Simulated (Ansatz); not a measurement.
# Cl₃H₂HfN: a ladder of functionals and wavefunction methods

An exercise on one series of results from a longer session: the logs are not shown, and one member is left open.

Program: Ansatz 0.2.0, Gaussian basis. Level of theory: functionals in def2-TZVPP, the program's frozen cores in correlated methods. These are calculated values, not measurements.

The runs, in order: LDA (SPW92), PBE-D4, revPBE-D4, BLYP-D4, r2SCAN-D4, B97M-V, PBE0-D4, B3LYP-D4, r2SCANh-D4, r2SCAN0-D4, HSE06-D4, BHLYP-D4, CAM-B3LYP-D4, LC-ωPBE, ωB97X-V, ωB97M-V, B2PLYP, PBE-QIDH; CCSD(T)/def2-SVP; CCSD(T)/def2-TZVPP; MP2/def2-QZVPP; extrapolation to the limit; RPA on PBE.

1 further run of the same task is left out (for a known fault of the program).

### Structure used throughout

All runs share one geometry, relaxed beforehand with PBE0-D4 in a triple-zeta def2 set. Hf takes the def2 core potential; no spin-orbit term is included.

SMILES `[NH2][Hf]([Cl])([Cl])[Cl]`, 7 atoms, charge 0, spin multiplicity 1.

Atoms are counted from 1 here; the program's logs count them from 0.

Bond lengths: N1–Hf2 1.995 Å, N1–H6 1.011 Å, N1–H7 1.011 Å, Hf2–Cl3 2.335 Å, Hf2–Cl4 2.338 Å, Hf2–Cl5 2.343 Å. Angles: Hf2–N1–H6 125.7°, Hf2–N1–H7 125.1°, H6–N1–H7 109.2°, N1–Hf2–Cl3 106.7°, N1–Hf2–Cl4 107.4°, N1–Hf2–Cl5 109.0°, Cl3–Hf2–Cl4 114.1°, Cl3–Hf2–Cl5 110.4°, Cl4–Hf2–Cl5 109.0°.

Coordinates:

```
N    -0.5662    0.7274    0.8845
Hf    0.3138   -0.4253   -0.4854
Cl    1.9132   -1.7022    0.6398
Cl   -1.3617   -1.6860   -1.5187
Cl    1.3383    0.9406   -2.0896
H    -1.4653    1.1795    0.7848
H    -0.1721    0.9660    1.7847
```

The first run:

Contents of in.yaml:

```yaml
crystal:
  periodic: [false, false, false]
  atoms:
    - {symbol: N, position_ang: [-0.566240, 0.727375, 0.884454]}
    - {symbol: Hf, position_ang: [0.313829, -0.425308, -0.485406]}
    - {symbol: Cl, position_ang: [1.913168, -1.702181, 0.639750]}
    - {symbol: Cl, position_ang: [-1.361746, -1.685965, -1.518695]}
    - {symbol: Cl, position_ang: [1.338332, 0.940626, -2.089584]}
    - {symbol: H, position_ang: [-1.465254, 1.179498, 0.784763]}
    - {symbol: H, position_ang: [-0.172089, 0.965955, 1.784707]}
basis:
  gaussian: {orbitals: def2-TZVPP}
hamiltonian: {xc: lda}
output: {orbitals: {seedname: orbitals}}
```

Launch:

```
> ansatz run in.yaml --threads 4 --pin off --events-out ev --progress --plain --max-ram 10444MiB
```

Steps of the session up to this table: LDA; PBE-D4 (GGA); revPBE-D4 (GGA); BLYP-D4 (GGA); r2SCAN-D4 (meta-GGA); B97M-V (meta-GGA); B3LYP-D4 (hybrid); r2SCANh-D4 (hybrid); r2SCAN0-D4 (hybrid); HSE06-D4 (hybrid); BHLYP-D4 (hybrid); CAM-B3LYP-D4 (range-separated); LC-ωPBE (range-separated); ωB97X-V (range-separated); ωB97M-V (range-separated); B2PLYP (double hybrid); PBE-QIDH (double hybrid).

One table of the session follows, with a row left open; its other results are not shown here.

It belongs to the step «Orbital energies across the functionals». 

```
  functional  HOMO (eV)  LUMO (eV)  gap (eV)
 LDA (SPW92)      -7.12      -2.73      4.39
      PBE-D4      -6.92      -2.47      4.45
   revPBE-D4      -6.85      -2.38      4.47
     BLYP-D4          ?          ?         ?
   r2SCAN-D4      -7.25      -2.28      4.97
      B97M-V      -7.28      -2.21      5.07
     PBE0-D4      -8.32      -1.62      6.71
    B3LYP-D4      -8.06      -1.82      6.24
  r2SCANh-D4      -7.77      -1.97      5.81
  r2SCAN0-D4      -8.55      -1.48      7.07
    HSE06-D4      -7.92      -1.99      5.93
    BHLYP-D4      -9.60      -0.57      9.03
CAM-B3LYP-D4      -9.73      -0.48      9.25
     LC-ωPBE     -11.17       0.69     11.86
     ωB97X-V     -10.77       0.60     11.37
     ωB97M-V     -10.63       0.53     11.16
```

Q: Estimate the row for BLYP-D4 from the others.

Worked estimate for «HOMO (eV)». Against the share of exact exchange, B3LYP-D4 (0.2, -8.06), BHLYP-D4 (0.5, -9.60) give a slope of -5.13 per unit share; at 0 the line stands at -7.03.

The run gave: HOMO (eV): -6.77; LUMO (eV): -2.33; gap (eV): 4.44. In «HOMO (eV)» the line misses by -0.26.
